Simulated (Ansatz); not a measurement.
**Si₃H₈O₂: one species, many methods**

How much do the methods differ for Si₃H₈O₂? The plan is to run it at one geometry with functionals of several rungs and with coupled cluster. The yardstick is the atomisation energy at the CCSD(T) limit.

Program: Ansatz 0.2.0, Gaussian basis. Level of theory: functionals in def2-TZVPP, the program's frozen cores in correlated methods. These are calculated values, not measurements.

The runs, in order: LDA (SPW92), PBE-D4, revPBE-D4, BLYP-D4, r2SCAN-D4, B97M-V, PBE0-D4, B3LYP-D4, r2SCANh-D4, r2SCAN0-D4, HSE06-D4, BHLYP-D4, CAM-B3LYP-D4, LC-ωPBE, ωB97X-V, ωB97M-V, B2PLYP, PBE-QIDH; CCSD(T)/def2-SVP; CCSD(T)/def2-TZVPP; MP2/def2-QZVPP; extrapolation to the limit; RPA on PBE.

### Step 1. The geometry

The geometry comes from an earlier relaxation with PBE0-D4 in a triple-zeta def2 set; it is a stationary point, not always the lowest conformer.

SMILES `O[SiH]([SiH3])O[SiH3]`, 13 atoms, charge 0, spin multiplicity 1.

Atoms are counted from 1 here; the program's logs count them from 0.

Bond lengths: O1–Si2 1.642 Å, O1–H6 0.958 Å, Si2–Si3 2.352 Å, Si2–O4 1.635 Å, Si2–H7 1.481 Å, Si3–H8 1.491 Å, Si3–H9 1.488 Å, Si3–H10 1.489 Å, O4–Si5 1.634 Å, Si5–H11 1.488 Å, Si5–H12 1.484 Å, Si5–H13 1.483 Å. Angles: Si2–O1–H6 118.4°, O1–Si2–Si3 111.0°, O1–Si2–O4 111.1°, O1–Si2–H7 104.3°, Si3–Si2–O4 109.0°, Si3–Si2–H7 113.1°, O4–Si2–H7 108.2°, Si2–Si3–H8 110.0°, Si2–Si3–H9 110.4°, Si2–Si3–H10 111.3°, H8–Si3–H9 108.2°, H8–Si3–H10 108.3°, H9–Si3–H10 108.7°, Si2–O4–Si5 148.3°, O4–Si5–H11 109.9°, O4–Si5–H12 109.2°, O4–Si5–H13 109.5°, H11–Si5–H12 109.2° and more.

### Step 2. LDA

This LDA is Slater exchange with PW92 correlation.

Contents of in.yaml:

```yaml
crystal:
  periodic: [false, false, false]
  atoms:
    - {symbol: O, position_ang: [-1.834547, 1.566366, 0.607842]}
    - {symbol: Si, position_ang: [-0.493975, 1.117189, -0.227415]}
    - {symbol: Si, position_ang: [-0.935664, -0.750801, -1.586878]}
    - {symbol: O, position_ang: [0.739177, 0.759111, 0.784792]}
    - {symbol: Si, position_ang: [1.785365, -0.356462, 1.360577]}
    - {symbol: H, position_ang: [-2.301734, 0.898792, 1.111892]}
    - {symbol: H, position_ang: [-0.122221, 2.324518, -1.000019]}
    - {symbol: H, position_ang: [-1.478309, -1.866083, -0.759230]}
    - {symbol: H, position_ang: [-1.944804, -0.408447, -2.625665]}
    - {symbol: H, position_ang: [0.300690, -1.230715, -2.262984]}
    - {symbol: H, position_ang: [1.521580, -1.675379, 0.723482]}
    - {symbol: H, position_ang: [1.609591, -0.478652, 2.829151]}
    - {symbol: H, position_ang: [3.175151, 0.065763, 1.059156]}
basis:
  gaussian: {orbitals: def2-TZVPP}
hamiltonian: {xc: lda}
output: {orbitals: {seedname: orbitals}}
```

Started as:

```sh
ansatz run in.yaml --threads 2 --pin off --events-out ev --progress --plain --max-ram 32768MiB --backend cpu
```

Further steps of the session: PBE-D4 (GGA); revPBE-D4 (GGA); BLYP-D4 (GGA); r2SCAN-D4 (meta-GGA); B97M-V (meta-GGA); PBE0-D4 (hybrid); B3LYP-D4 (hybrid); r2SCANh-D4 (hybrid); r2SCAN0-D4 (hybrid); HSE06-D4 (hybrid); BHLYP-D4 (hybrid); CAM-B3LYP-D4 (range-separated); LC-ωPBE (range-separated); ωB97X-V (range-separated); ωB97M-V (range-separated); B2PLYP (double hybrid); PBE-QIDH (double hybrid); CCSD(T) in def2-SVP; CCSD(T) in def2-TZVPP; MP2 in def2-QZVPP; RPA on PBE orbitals.

Q: Predict the results of all the runs planned. Wanted: atomisation energy, CCSD(T)/CBS; farthest beyond LDA; mean size of error, GGA; mean size of error, meta-GGA; mean size of error, hybrid; mean size of error, range-separated; mean size of error, double hybrid; gap, smallest and largest; T1 diagnostic.

The runs gave:

| quantity | value |
| --- | --- |
| atomisation energy, CCSD(T)/CBS | 1053.9 kcal/mol |
| functionals within 5.3 kcal/mol (0.5 %) | B97M-V, CAM-B3LYP-D4, ωB97X-V, ωB97M-V |
| farthest beyond LDA | revPBE-D4 (-34.0 kcal/mol) |
| mean size of error, GGA | 21.2 kcal/mol |
| mean size of error, meta-GGA | 4.8 kcal/mol |
| mean size of error, hybrid | 19.2 kcal/mol |
| mean size of error, range-separated | 6.8 kcal/mol |
| mean size of error, double hybrid | 21.2 kcal/mol |
| gap, smallest and largest | 5.24 eV (LDA (SPW92)), 12.21 eV (LC-ωPBE) |
| T1 diagnostic | 0.0127 |
| triples share of the correlation energy | 3.3 % |

In words: LDA overbinds by 114.4 kcal/mol (11 %). PBE-D4 is off by -14.1 kcal/mol. Double hybrids carry the basis error of their MP2 part in triple zeta, and no dispersion term here, so their miss is partly the set-up's. Taken by rung, meta-GGA functionals do best (4.8 kcal/mol on average) and GGA ones worst beyond LDA (21.2 kcal/mol). The gap between the best rungs is small, so their order is not settled. Misses under about 5.3 kcal/mol are within the doubt on the reference itself, which lacks core-valence correlation, relativity and higher excitations. Hartree-Fock recovers 74 % of the binding; the rest is correlation. CCSD(T) in def2-SVP is off by -87.9 kcal/mol, so the small basis spoils what the method gains. Orbital gaps span 5.2 to 12.2 eV; exact exchange widens them.
